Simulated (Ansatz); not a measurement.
**Si2N2H8: one species, many methods**

An exercise on one series of results from a longer session: the logs are not shown, and one member is left open.

Method: functionals in def2-TZVPP, the program's frozen cores in correlated methods; program: Ansatz 0.2.0, Gaussian basis.

Plan: LDA (SPW92), PBE-D4, revPBE-D4, BLYP-D4, r2SCAN-D4, B97M-V, PBE0-D4, B3LYP-D4, r2SCANh-D4, r2SCAN0-D4, HSE06-D4, BHLYP-D4, CAM-B3LYP-D4, LC-ωPBE, ωB97X-V, ωB97M-V, B2PLYP, PBE-QIDH; CCSD(T)/def2-SVP; CCSD(T)/def2-TZVPP; MP2/def2-QZVPP; extrapolation to the limit; RPA on PBE.

### The geometry

An earlier PBE0-D4 in a triple-zeta def2 set relaxation fixed the geometry.

SMILES `NN([SiH3])[SiH3]`, 12 atoms, charge 0, spin multiplicity 1.

Atoms are counted from 1 here; the program's logs count them from 0.

Bond lengths: N1–N2 1.433 Å, N1–H5 1.015 Å, N1–H6 1.015 Å, N2–Si3 1.727 Å, N2–Si4 1.730 Å, Si3–H7 1.483 Å, Si3–H8 1.491 Å, Si3–H9 1.491 Å, Si4–H10 1.487 Å, Si4–H11 1.487 Å, Si4–H12 1.487 Å. Angles: N2–N1–H5 109.9°, N2–N1–H6 109.9°, H5–N1–H6 108.3°, N1–N2–Si3 117.6°, N1–N2–Si4 110.1°, Si3–N2–Si4 132.2°, N2–Si3–H7 108.9°, N2–Si3–H8 110.2°, N2–Si3–H9 110.2°, H7–Si3–H8 110.3°, H7–Si3–H9 110.3°, H8–Si3–H9 107.0°, N2–Si4–H10 111.2°, N2–Si4–H11 111.2°, N2–Si4–H12 106.8°, H10–Si4–H11 108.3°, H10–Si4–H12 109.6°, H11–Si4–H12 109.6°.

Set-up of the first run:

The input, in.yaml:

```yaml
crystal:
  periodic: [false, false, false]
  atoms:
    - {symbol: N, position_ang: [-1.105944, 0.953020, -0.619598]}
    - {symbol: N, position_ang: [-0.090427, 0.087743, -0.097703]}
    - {symbol: Si, position_ang: [-0.113442, -0.243578, 1.596675]}
    - {symbol: Si, position_ang: [0.958898, -0.433904, -1.369866]}
    - {symbol: H, position_ang: [-2.022964, 0.559127, -0.436034]}
    - {symbol: H, position_ang: [-1.051942, 1.860330, -0.168304]}
    - {symbol: H, position_ang: [1.013648, -1.151131, 1.923352]}
    - {symbol: H, position_ang: [-1.410192, -0.871433, 1.981565]}
    - {symbol: H, position_ang: [0.003040, 1.025230, 2.371559]}
    - {symbol: H, position_ang: [1.633793, 0.721392, -2.018370]}
    - {symbol: H, position_ang: [0.208445, -1.182900, -2.412182]}
    - {symbol: H, position_ang: [1.977088, -1.323896, -0.751104]}
basis:
  gaussian: {orbitals: def2-TZVPP}
hamiltonian: {xc: lda}
output: {orbitals: {seedname: orbitals}}
```

Command:

```sh
$ ansatz run in.yaml --threads 4 --pin off --events-out ev --progress --plain --max-ram 10444MiB
```

Among the steps run: LDA; PBE-D4 (GGA); revPBE-D4 (GGA); BLYP-D4 (GGA); r2SCAN-D4 (meta-GGA); B97M-V (meta-GGA); B3LYP-D4 (hybrid); r2SCANh-D4 (hybrid); r2SCAN0-D4 (hybrid); HSE06-D4 (hybrid); BHLYP-D4 (hybrid); CAM-B3LYP-D4 (range-separated); LC-ωPBE (range-separated); ωB97X-V (range-separated); ωB97M-V (range-separated); B2PLYP (double hybrid); PBE-QIDH (double hybrid).

One of the session's tables, all rows but one given; the rest of the session is left out.

It belongs to the step «Orbital energies across the functionals». 

| functional | HOMO (eV) | gap (eV) |
| --- | --- | --- |
| LDA (SPW92) | -6.04 | 4.95 |
| PBE-D4 | -5.96 | 5.14 |
| revPBE-D4 | -5.92 | 5.23 |
| BLYP-D4 | -5.85 | 5.17 |
| r2SCAN-D4 | -6.22 | 5.83 |
| B97M-V | -6.43 | 5.73 |
| PBE0-D4 | -7.27 | 7.31 |
| B3LYP-D4 | -7.06 | 6.88 |
| r2SCANh-D4 | -6.72 | 6.61 |
| r2SCAN0-D4 | -7.46 | 7.76 |
| HSE06-D4 | -6.87 | 6.54 |
| BHLYP-D4 | ? | ? |
| CAM-B3LYP-D4 | -8.65 | 9.64 |
| LC-ωPBE | -10.00 | 12.18 |
| ωB97X-V | -9.66 | 11.68 |
| ωB97M-V | -9.56 | 11.24 |

**Question.** Estimate the row for BHLYP-D4.

Worked estimate for «HOMO (eV)». Against the share of exact exchange, BLYP-D4 (0, -5.85), B3LYP-D4 (0.2, -7.06) give a slope of -6.05 per unit share; at 0.5 the line stands at -8.87.

The run gave: HOMO (eV): -8.53; gap (eV): 9.40. In «HOMO (eV)» the line misses by -0.34.
